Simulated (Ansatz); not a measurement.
BClH4OSi, SMILES OB[SiH2]Cl, a rigid scan of one bond angle

With the Ansatz DFT code, driven from Python.

Typed at the interpreter:
```pycon
>>> import ansatz as az
>>> from ase import Atoms
>>> atoms = Atoms(["O", "B", "Si", "Cl", "H", "H", "H", "H"], positions=[
...     (-1.4678, 1.2207, 0.0365),
...     (-0.2327, 0.7592, 0.4934),
...     (0.6767, -0.5986, -0.533),
...     (1.0479, -2.2861, 0.6747),
...     (-2.1845, 0.6652, 0.4311),
...     (0.2449, 1.2029, 1.488),
...     (2.0483, -0.0811, -0.9319),
...     (-0.0407, -0.9393, -1.7146),
... ])
>>> first = az.Crystal.molecule_from_ase(atoms).calculation()
>>> first = first.basis(gaussian="cc-pVDZ")
>>> first = first.functional("b3lyp").relax(force_tolerance=0.02, max_steps=80)
>>> atoms.positions = first.run().report["positions_ang"]
>>> rows = []
>>> for angle in [85, 95, 105, 115, 125, 140, 160]:
...     bent = atoms.copy()
...     bent.set_angle(1, 0, 4, angle, indices=[4])
...     calc = (
...         az.Crystal.molecule_from_ase(bent).calculation()
...         .basis(gaussian="cc-pVDZ")
...         .functional("b3lyp")
...     )
...     rows.append((angle, calc.run().report["free_energy_ev"]))
...
>>> floor = min(e for _, e in rows)
>>> for angle, e in rows:
...     print(f"angle B1-O0-H4 = {angle:3d} deg   {1000 * (e - floor):9.1f} meV")
...
angle B1-O0-H4 =  85 deg       511.3 meV
angle B1-O0-H4 =  95 deg       203.7 meV
angle B1-O0-H4 = 105 deg        39.0 meV
angle B1-O0-H4 = 115 deg         0.0 meV
angle B1-O0-H4 = 125 deg        64.8 meV
angle B1-O0-H4 = 140 deg       290.5 meV
angle B1-O0-H4 = 160 deg       643.4 meV
```

Caveats:
- The scan is rigid, and the energies are electronic, in a modest basis. The zero is the lowest point of the grid, which needn't be the minimum.
- b3lyp holds the VWN-RPA fit, as in Gaussian; the form of ORCA and Turbomole is b3lyp5.
- Timing: 90 s on 1 thread of Arm Neoverse V2, with other jobs on the host, peak memory 0.24 GiB.
